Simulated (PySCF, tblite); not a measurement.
**C₃H₇N₂PSi: geometry, infrared bands and NMR shifts**

Wanted: the infrared bands and NMR shifts of C₃H₇N₂PSi (`Cn1cpc([SiH3])n1`), by calculation.

Programs: tblite 0.8.0 and PySCF 2.14.0, with density-fitted response routines of our own. Each step states its level of theory. These are calculated values for one molecule in the gas phase, unless marked as measured. Atoms count from 0, in the outputs and in this text.

## (1) The starting structure

14 atoms, charge 0, multiplicity 1; geometry from: force field or distance geometry start.

Bonds of the start (Å): C0–N1 1.48, N1–C2 1.33, C2–P3 1.82, P3–C4 1.85, C4–Si5 1.86, C4–N6 1.30, N6–N1 1.28, C0–H7 1.11, C0–H8 1.10, C0–H9 1.10, C2–H10 1.11, Si5–H11 1.47, Si5–H12 1.46, Si5–H13 1.47.

## (2) Optimising the geometry with GFN2-xTB

Job settings and geometry (Å):

```
{"job": {"kind": "relax", "xc": "GFN2-xTB", "basis": "xTB"}, "charge": 0, "multiplicity": 1}
C     -2.276900    -0.889500     0.074100
N     -1.110100     0.016600     0.019800
C     -1.264900     1.334400     0.025100
P      0.388100     2.100100    -0.048300
C      1.107200     0.390300    -0.038400
Si     2.879900    -0.159200    -0.100400
N      0.092000    -0.418800    -0.008500
H     -2.491500    -1.033000     1.153300
H     -3.120500    -0.404300    -0.441500
H     -2.040900    -1.856300    -0.387600
H     -2.234300     1.866200     0.045700
H      3.566700     0.329500    -1.301800
H      2.963200    -1.621600    -0.125500
H      3.541400     0.345000     1.112000
```

Launch:

```sh
> OMP_NUM_THREADS=1 python probes_run.py task.json out
```

This one command runs all jobs of the session in turn.

**Question.** This job is followed by: GFN2-xTB harmonic vibrations, gas phase; GIAO PBE0/pcSseg-1 NMR shielding, non-relativistic, gas phase. What will the session give for the following? strongest single infrared mode (GFN2-xTB); zero-point energy (GFN2-xTB); ¹³C shifts against TMS (PBE0/pcSseg-1); ¹H shifts against TMS (PBE0/pcSseg-1, means over atoms taken as alike); ¹⁵N shifts against NH3 (PBE0/pcSseg-1); ³¹P shifts against H3PO4 (PBE0/pcSseg-1); ²⁹Si shifts against TMS (PBE0/pcSseg-1).

The runs gave:

```
                                                              quantity                   value
                             strongest single infrared mode (GFN2-xTB)   2234 cm⁻¹, 387 km/mol
                                          zero-point energy (GFN2-xTB)           59.3 kcal/mol
                                ¹³C shifts against TMS (PBE0/pcSseg-1)  172.8, 165.2, 41.6 ppm
¹H shifts against TMS (PBE0/pcSseg-1, means over atoms taken as alike)    8.84, 4.71, 4.32 ppm
                                ¹⁵N shifts against NH3 (PBE0/pcSseg-1)        399.0, 252.1 ppm
                              ³¹P shifts against H3PO4 (PBE0/pcSseg-1)               163.9 ppm
                               ²⁹Si shifts against TMS (PBE0/pcSseg-1)               -75.9 ppm
```

What this shows: Over 73 steps the energy fell by 0.547 eV; of the close pairs, C2–P3 changed most, 1.823 to 1.719 Å. All 36 modes are real, so the xTB geometry is a minimum. Unscaled tight-binding wavenumbers are off by several per cent, some by more. Its intensities can rank the bands wrongly. At PBE0/pcSseg-1: The widest tensor belongs to N6: span 534 ppm, with a paramagnetic part of -458 ppm. NICS(1)zz of -31 ppm above the planar ring from N1 marks a diatropic (aromatic) ring current.
